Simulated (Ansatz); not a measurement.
# ClH4InO2Si: one species, many methods

How much do the methods differ for ClH4InO2Si? The plan is to run it at one geometry with functionals of several rungs and with coupled cluster. The yardstick is the atomisation energy at the CCSD(T) limit.

Program: Ansatz 0.2.0, Gaussian basis. Level of theory: functionals in def2-TZVPP, the program's frozen cores in correlated methods. These are calculated values, not measurements.

Plan: LDA (SPW92), PBE-D4, revPBE-D4, BLYP-D4, r2SCAN-D4, B97M-V, PBE0-D4, B3LYP-D4, r2SCANh-D4, r2SCAN0-D4, HSE06-D4, BHLYP-D4, CAM-B3LYP-D4, LC-ωPBE, ωB97X-V, ωB97M-V, B2PLYP, PBE-QIDH; CCSD(T)/def2-SVP; CCSD(T)/def2-TZVPP; MP2/def2-QZVPP; extrapolation to the limit; RPA on PBE.

## 1. Structure used throughout

The geometry comes from an earlier relaxation with PBE0-D4 in a triple-zeta def2 set; it is a stationary point, not always the lowest conformer. In takes the def2 core potential; no spin-orbit term is included.

SMILES `[OH][In]([Cl])[O][SiH3]`, 9 atoms, charge 0, spin multiplicity 1.

Atoms are counted from 1 here; the program's logs count them from 0.

Bond lengths: O1–In2 1.964 Å, O1–H6 0.962 Å, In2–Cl3 2.285 Å, In2–O4 1.968 Å, O4–Si5 1.632 Å, Si5–H7 1.497 Å, Si5–H8 1.487 Å, Si5–H9 1.487 Å. Angles: In2–O1–H6 111.2°, O1–In2–Cl3 122.8°, O1–In2–O4 118.9°, Cl3–In2–O4 118.3°, In2–O4–Si5 133.7°, O4–Si5–H7 110.7°, O4–Si5–H8 110.4°, O4–Si5–H9 110.5°, H7–Si5–H8 108.0°, H7–Si5–H9 108.0°, H8–Si5–H9 109.2°.

Geometry (Å):

```xyz
9
charge 0, multiplicity 1
O     1.9299    1.6454    0.0197
In    1.6613   -0.2878    0.2367
Cl    3.3823   -1.7397    0.6282
O    -0.1631   -1.0138    0.1105
Si   -1.6273   -0.3425   -0.1509
H     1.0955    2.0975   -0.1384
H    -1.5062    1.1381   -0.3356
H    -2.2465   -0.9092   -1.3781
H    -2.5259   -0.5881    1.0079
```

## 2. LDA

This LDA is Slater exchange with PW92 correlation.

Input file in.yaml:

```yaml
crystal:
  periodic: [false, false, false]
  atoms:
    - {symbol: O, position_ang: [1.929901, 1.645376, 0.019724]}
    - {symbol: In, position_ang: [1.661260, -0.287776, 0.236716]}
    - {symbol: Cl, position_ang: [3.382305, -1.739672, 0.628160]}
    - {symbol: O, position_ang: [-0.163136, -1.013763, 0.110527]}
    - {symbol: Si, position_ang: [-1.627260, -0.342513, -0.150883]}
    - {symbol: H, position_ang: [1.095470, 2.097538, -0.138410]}
    - {symbol: H, position_ang: [-1.506179, 1.138143, -0.335642]}
    - {symbol: H, position_ang: [-2.246451, -0.909201, -1.378095]}
    - {symbol: H, position_ang: [-2.525910, -0.588131, 1.007903]}
basis:
  gaussian: {orbitals: def2-TZVPP}
hamiltonian: {xc: lda}
output: {orbitals: {seedname: orbitals}}
```

Command:

```console
ansatz run in.yaml --threads 4 --pin off --events-out ev --progress --plain --max-ram 10444MiB
```

After this run come: PBE-D4 (GGA); revPBE-D4 (GGA); BLYP-D4 (GGA); r2SCAN-D4 (meta-GGA); B97M-V (meta-GGA); PBE0-D4 (hybrid); B3LYP-D4 (hybrid); r2SCANh-D4 (hybrid); r2SCAN0-D4 (hybrid); HSE06-D4 (hybrid); BHLYP-D4 (hybrid); CAM-B3LYP-D4 (range-separated); LC-ωPBE (range-separated); ωB97X-V (range-separated); ωB97M-V (range-separated); B2PLYP (double hybrid); PBE-QIDH (double hybrid); CCSD(T) in def2-SVP; CCSD(T) in def2-TZVPP; MP2 in def2-QZVPP; RPA on PBE orbitals.

Q: Predict the results of all the runs planned. Wanted: atomisation energy, CCSD(T)/CBS; farthest beyond LDA; mean size of error, GGA; mean size of error, meta-GGA; mean size of error, hybrid; mean size of error, range-separated; mean size of error, double hybrid; gap, smallest and largest; T1 diagnostic.

**Answer**, as computed:

| quantity | value |
| --- | --- |
| atomisation energy, CCSD(T)/CBS | 687.3 kcal/mol |
| functionals within 6.9 kcal/mol (1.0 %) | B97M-V, ωB97X-V |
| farthest beyond LDA | BHLYP-D4 (-39.3 kcal/mol) |
| mean size of error, GGA | 18.3 kcal/mol |
| mean size of error, meta-GGA | 7.3 kcal/mol |
| mean size of error, hybrid | 23.8 kcal/mol |
| mean size of error, range-separated | 9.0 kcal/mol |
| mean size of error, double hybrid | 20.1 kcal/mol |
| gap, smallest and largest | 3.69 eV (LDA (SPW92)), 11.38 eV (LC-ωPBE) |
| T1 diagnostic | 0.0153 |
| triples share of the correlation energy | 3.5 % |

What this shows: The LDA atomisation energy is off by 87.8 kcal/mol (13 %): it overbinds. PBE-D4 is off by -7.8 kcal/mol. Double hybrids carry the basis error of their MP2 part in triple zeta, and no dispersion term here, so their miss is partly the set-up's. By mean error the best rung here is meta-GGA (7.3 kcal/mol) and the worst beyond LDA is hybrid (23.8 kcal/mol). The gap between the best rungs is small, so their order is not settled. The mean of the hybrids holds BHLYP, with half exact exchange. Misses under about 6.9 kcal/mol are within the doubt on the reference itself, which lacks core-valence correlation, spin-orbit coupling and higher excitations, and its outer-core shells are covered unevenly. All levels share the lack of spin-orbit coupling, which lowers the free heavy atoms and so the true binding. Hartree-Fock recovers 69 % of the binding; the rest is correlation. CCSD(T) in def2-SVP is off by -64.9 kcal/mol, which most functionals beat. The gap grows from 3.7 to 11.4 eV across the functionals, mostly with the share of exact exchange. Correlated methods include outer-core shells of In, which these sets cover unevenly.
